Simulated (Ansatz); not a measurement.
**C2H7BrSi: up Jacob's ladder to CCSD(T)**

An exercise on one series of results from a longer session: the logs are not shown, and one member is left open.

Method: functionals in def2-TZVPP, the program's frozen cores in correlated methods; program: Ansatz 0.2.0, Gaussian basis.

Plan: LDA (SPW92), PBE-D4, revPBE-D4, BLYP-D4, r2SCAN-D4, B97M-V, PBE0-D4, B3LYP-D4, r2SCANh-D4, r2SCAN0-D4, HSE06-D4, BHLYP-D4, CAM-B3LYP-D4, LC-ωPBE, ωB97X-V, ωB97M-V, B2PLYP, PBE-QIDH; CCSD(T)/def2-SVP; CCSD(T)/def2-TZVPP; MP2/def2-QZVPP; extrapolation to the limit; RPA on PBE.

## Structure used throughout

The geometry comes from an earlier relaxation with PBE0-D4 in a triple-zeta def2 set; it is a stationary point, not always the lowest conformer.

SMILES `[SiH3]CCBr`, 11 atoms, charge 0, spin multiplicity 1.

Atoms are counted from 1 here; the program's logs count them from 0.

Bond lengths: Si1–C2 1.886 Å, Si1–H5 1.488 Å, Si1–H6 1.486 Å, Si1–H7 1.488 Å, C2–C3 1.505 Å, C2–H8 1.094 Å, C2–H9 1.094 Å, C3–Br4 1.958 Å, C3–H10 1.089 Å, C3–H11 1.089 Å. Angles: C2–Si1–H5 110.2°, C2–Si1–H6 109.7°, C2–Si1–H7 110.2°, H5–Si1–H6 109.2°, H5–Si1–H7 108.5°, H6–Si1–H7 109.2°, Si1–C2–C3 112.2°, Si1–C2–H8 108.4°, Si1–C2–H9 108.4°, C3–C2–H8 110.5°, C3–C2–H9 110.5°, H8–C2–H9 106.8°, C2–C3–Br4 112.4°, C2–C3–H10 112.5°, C2–C3–H11 112.5°, Br4–C3–H10 104.9°, Br4–C3–H11 104.9°, H10–C3–H11 109.1°.

Set-up of the first run:

in.yaml reads:

```yaml
crystal:
  periodic: [false, false, false]
  atoms:
    - {symbol: Si, position_ang: [0.056338, 1.534911, 0.109228]}
    - {symbol: C, position_ang: [-0.585106, -0.236606, 0.202966]}
    - {symbol: C, position_ang: [0.438977, -1.237827, -0.260479]}
    - {symbol: Br, position_ang: [-0.221808, -3.078153, -0.163955]}
    - {symbol: H, position_ang: [0.424702, 1.874127, -1.291529]}
    - {symbol: H, position_ang: [-0.996387, 2.473052, 0.577282]}
    - {symbol: H, position_ang: [1.263439, 1.689645, 0.964702]}
    - {symbol: H, position_ang: [-0.880398, -0.441977, 1.236079]}
    - {symbol: H, position_ang: [-1.491760, -0.307651, -0.404996]}
    - {symbol: H, position_ang: [0.719824, -1.095780, -1.302720]}
    - {symbol: H, position_ang: [1.337677, -1.230741, 0.354022]}
basis:
  gaussian: {orbitals: def2-TZVPP}
hamiltonian: {xc: lda}
output: {orbitals: {seedname: orbitals}}
```

On the command line:

```bash
$ ansatz run in.yaml --threads 4 --pin off --events-out ev --progress --plain --max-ram 10444MiB
```

Among the steps run: LDA; PBE-D4 (GGA); revPBE-D4 (GGA); BLYP-D4 (GGA); r2SCAN-D4 (meta-GGA); B97M-V (meta-GGA); PBE0-D4 (hybrid); B3LYP-D4 (hybrid); r2SCANh-D4 (hybrid); r2SCAN0-D4 (hybrid); HSE06-D4 (hybrid); BHLYP-D4 (hybrid); CAM-B3LYP-D4 (range-separated); LC-ωPBE (range-separated); ωB97X-V (range-separated); ωB97M-V (range-separated); B2PLYP (double hybrid); PBE-QIDH (double hybrid).

One of the session's tables, all rows but one given; the rest of the session is left out.

It belongs to the step «Frontier levels by functional». 

| functional | HOMO (eV) | gap (eV) |
| --- | --- | --- |
| LDA (SPW92) | -6.74 | 5.29 |
| PBE-D4 | -6.60 | 5.37 |
| revPBE-D4 | ? | ? |
| BLYP-D4 | -6.43 | 5.31 |
| r2SCAN-D4 | -6.89 | 5.92 |
| B97M-V | -7.02 | 6.02 |
| PBE0-D4 | -7.87 | 7.62 |
| B3LYP-D4 | -7.61 | 7.10 |
| r2SCANh-D4 | -7.36 | 6.74 |
| r2SCAN0-D4 | -8.06 | 7.96 |
| HSE06-D4 | -7.47 | 6.84 |
| BHLYP-D4 | -8.98 | 9.71 |
| CAM-B3LYP-D4 | -9.21 | 10.02 |
| LC-ωPBE | -10.62 | 12.66 |
| ωB97X-V | -10.25 | 12.13 |
| ωB97M-V | -10.11 | 11.77 |

Estimate the missing values for revPBE-D4.

**Answer.** HOMO (eV): -6.54; gap (eV): 5.41. In the column «HOMO (eV)» it lies between PBE-D4 (-6.60) and BLYP-D4 (-6.43).
